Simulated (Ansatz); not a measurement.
# GaB+ (quartet): the correlation ladder, aug-cc-pVDZ

How much of the correlation energy of GaB+ (quartet) does each wave-function method recover here?

Program: Ansatz 0.2.0, Gaussian basis. Level of theory: aug-cc-pVDZ, core rule «outside noble gas», up to 15 orbitals frozen. These are calculated values, not measurements.

Plan: UHF; CCSD(T) on ROHF; CCSD(T) on UHF; BCCD(T) on ROHF; CISD as a restricted active space (open shells left free, so some higher excitations enter); CCSDT(Q) on ROHF; CCSDT(Q) on UHF; CASSCF and MRCISD+Q, 5 electrons in 8 orbitals; CASSCF and NEVPT2, 5 electrons in 8 orbitals; Full CI.

13 further runs of the same task are left out: 1 for a known fault of the program, 5 that didn't finish, 7 set aside as unsound or not needed. Runs told in other sessions of the task aren't counted.

## Step 1: The system

The geometry is a PBE0/def2-TZVP stationary point (not a proven minimum) of the parent state, kept for this charge and spin. No spin-orbit coupling is included. The filled d shell of Ga may be among the frozen orbitals whatever the setting's name suggests.

2 atoms, charge 1, spin multiplicity 4.

Atoms are counted from 1 here; the program's logs count them from 0.

No contacts short enough for the rule that draws bonds.

## Step 2: UHF

The input, in.yaml:

```yaml
crystal:
  periodic: [false, false, false]
  atoms:
    - {symbol: B, position_ang: [0.000000, 0.000000, 0.000000]}
    - {symbol: Ga, position_ang: [0.000000, 0.000000, 2.772800]}
basis:
  gaussian: {orbitals: aug-cc-pVDZ}
total_charge: 1
magnetization: {spin_polarized: true, initial_magnetization: 3}
hamiltonian: {xc: hf}
output: {orbitals: {seedname: orbitals}}
```

Run with:

```sh
ansatz run in.yaml --threads 1 --pin off --events-out ev --progress --plain --max-ram 2393MiB
```

Further steps of the session: CCSD(T) on ROHF; CCSD(T) on UHF; BCCD(T) on ROHF; CISD as a restricted active space (open shells left free, so some higher excitations enter); CCSDT(Q) on ROHF; CCSDT(Q) on UHF; CASSCF and MRCISD+Q, 5 electrons in 8 orbitals; CASSCF and NEVPT2, 5 electrons in 8 orbitals; Full CI.

Before running them: what should the planned runs give, taken together? Wanted: FCI from the RHF energy; RMP2 from FCI; UMP2 from FCI; RCCSD from FCI; RCCSD(T) from FCI; UCCSD(T) from FCI; RCCSDT(Q) from FCI; UCCSDT(Q) from FCI; NEVPT2 valence from FCI.

As calculated:

| quantity | value |
| --- | --- |
| FCI from the ROHF energy | -1.8273 eV |
| RMP2 from FCI | +734.6 meV |
| UMP2 from FCI | +699.8 meV |
| RCCSD from FCI | +108.4 meV |
| RCCSD(T) from FCI | +58.6 meV |
| UCCSD(T) from FCI | +52.4 meV |
| RCCSDT(Q) from FCI | +1.1 meV |
| UCCSDT(Q) from FCI | -2.5 meV |
| NEVPT2 valence from FCI | +278.4 meV |
| MRCISD+Q valence from FCI | +54.3 meV |
| levels within 1 kcal/mol (43 meV) | RCCSDT, UCCSDT, RCCSDT(Q), UCCSDT(Q) |
| T1 diagnostic | 0.071 |
| effectively unpaired electrons | 3.09 |

In words: RCCSD(T) misses by +58.6 meV, 3.2 % of the correlation energy. UCCSDT(Q) falls below full CI: unrestricted runs freeze a spin-polarised core, another one than full CI's, and coupled cluster isn't variational. The occupations are near whole numbers, but T1 = 0.071 shows that the orbitals relax strongly. Of the multireference levels listed MRCISD+Q valence comes nearest in total energy (+54.3 meV), which doesn't show that its space is the better one. These misses are within one basis, not against nature; the frozen cores of restricted and unrestricted runs differ, which can shift their rows.

Levels on UHF freeze UHF's core orbitals, full CI those of ROHF, so the U rows can settle a little off it for that reason alone.

With open shells the CI space here admits some higher excitations, so it is larger than plain CISD.
